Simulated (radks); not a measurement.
**The Coulomb parameter U of the 5d shell of Os⁺**

The task here is to estimate one member of a computed series from the others.

Method: scalar-relativistic Kohn-Sham, PBE, spin-unpolarised, spherical densities, point nucleus. Code: radks (a radial shooting solver on a logarithmic mesh, Libxc functionals) version 1.

## The system

| Property | Result |
| --- | --- |
| element | osmium (Z = 76) |
| charge | +1 |
| electrons | 75 |
| configuration | [Xe] 4f14 5d6 6s1 |

The outer shells:

Os⁺
```
[Xe] core
4f [↑↓][↑↓][↑↓][↑↓][↑↓][↑↓][↑↓]
5d [↑↓][↑ ][↑ ][↑ ][↑ ]
6s [↑ ]
```

The first run:

Settings of this run:

```text
Z 76
configuration [Xe] 4f14 5d6 6s1
relativity scalar-relativistic
functional pbe,pbe
spin unpolarised
nucleus point
c 137.035999084
```

Among the steps run: Start: [Xe] 4f14 5d6 6s1.

One of the session's tables, all rows but one given; the rest of the session is left out.

It belongs to the step «Start: [Xe] 4f14 5d6 6s1». From the orbitals of this run (lengths in bohr):

| level | <r> | outermost maximum (interpolated) | 90 % within | nodes |
| --- | --- | --- | --- | --- |
| 4s | 0.4318 | 0.405 | 0.619 | 3 |
| 4p | 0.4594 | 0.425 | 0.667 | 2 |
| 4d | 0.4890 | 0.435 | 0.731 | 1 |
| 5s | ? | ? | ? | ? |
| 4f | 0.5566 | 0.406 | 0.909 | 0 |
| 5p | 1.170 | 1.03 | 1.70 | 3 |
| 5d | 1.754 | 1.35 | 2.75 | 2 |
| 6s | 2.780 | 2.40 | 4.07 | 5 |

Q: Estimate the row for 5s from the others.

As computed: <r>: 1.006; outermost maximum (interpolated): 0.914; 90 % within: 1.44; nodes: 4. In the column «<r>» it lies between 4f (0.5566) and 5p (1.170).
